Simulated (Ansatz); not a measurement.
Working through a test of the smearing width of RbSr3, space group Pm-3m

With Ansatz 0.2.0 through its Python package.

Run as a notebook:

In [1]:
```python
import warnings

import ansatz as az
import matplotlib.pyplot as plt
```

In [2]:
```python
warnings.simplefilter("ignore", az.DeckWarning)
```

In [3]:
```python
xtal = (
    az.Lattice.cubic(6.247385)
    .space_group(221)
    .atom("Rb", (0.0, 0.0, 0.0))
    .atom("Sr", (0.0, 0.5, 0.5))
)
```

In [4]:
```python
base = (
    xtal.calculation()
    .kpoints(spacing=0.29)
    .pseudopotentials("paw")
    .basis(550)
    .functional("LDA")
    .forces()
    .stress()
)
```

In [5]:
```python
rows = []
for value in [0.3, 0.2, 0.1, 0.05]:
    summary = base.occupations("fermi_dirac", width=value).run(threads=1, pin="off").report
    rows.append((value, summary["free_energy_ev"] / len(summary["lattice"]["sites"]), summary["n_iterations"], sum(summary["stress_gpa"][i][i] for i in range(3)) / 3, max(abs(f) for row in summary["forces_ev_ang"] for f in row), summary["n_kpoints"]))
```

In [6]:
```python
print("  width (eV)   F/atom (eV)    iterations       P (GPa)  max component (eV/A)      k-points")
for row in rows:
    print(f"{str(row[0]):>12s}  {row[1]:12.5f}  {row[2]:12d}  {row[3]:12.3f}  {row[4]:20.4f}  {row[5]:12d}")

for row in rows[:-1]:
    shift = 1000 * (row[1] - rows[-1][1])
    print(f"{row[0]}: {shift:+.2f} meV/atom" + ("  (within 5 meV)" if abs(shift) < 5 else ""))
plt.figure(figsize=(4.5, 3))
plt.plot([str(row[0]) for row in rows], [1000 * (row[1] - rows[-1][1]) for row in rows], "o-")
plt.xlabel("width (eV)")
plt.ylabel("F - F(last) (meV/atom)")
plt.tight_layout()
plt.savefig("smear.png", dpi=100)
```
```text
  width (eV)   F/atom (eV)    iterations       P (GPa)  max component (eV/A)      k-points
         0.3   -3375.94881             7        -0.920                0.0000            10
         0.2   -3375.84793             7        -0.966                0.0000            10
         0.1   -3375.79058             7        -0.994                0.0000            10
        0.05   -3375.77645             7        -1.015                0.0000            10
0.3: -172.36 meV/atom
0.2: -71.48 meV/atom
0.1: -14.13 meV/atom
```

Going from 0.05 to 0.3 eV changes F by -172.4 meV an atom. With this scheme F falls roughly as the square of the width; the report's estimate for zero width (energy_sigma0_ev) moves by only +5.7 meV. The pressure moves from -1.02 to -0.92 GPa.

The mesh is modest for a metal, so energies can be off by several to tens of meV an atom and pressures by half a GPa or more; differences at equal mesh fare better. A Fermi-Dirac width this large means warm electrons, whose thermal share enters the free energy. Forces vanish by symmetry here and test nothing. The narrowest width needs the finest mesh, so the last row is no converged reference. Pressure is positive in compression. The structure comes from a database of computed cells and needn't be a stable or known phase. Timing: 22 s on 1 thread of Arm Neoverse V1, on a shared host, peak memory 0.56 GiB.

(Lines on the test bed's own set-up are left out of the output.)
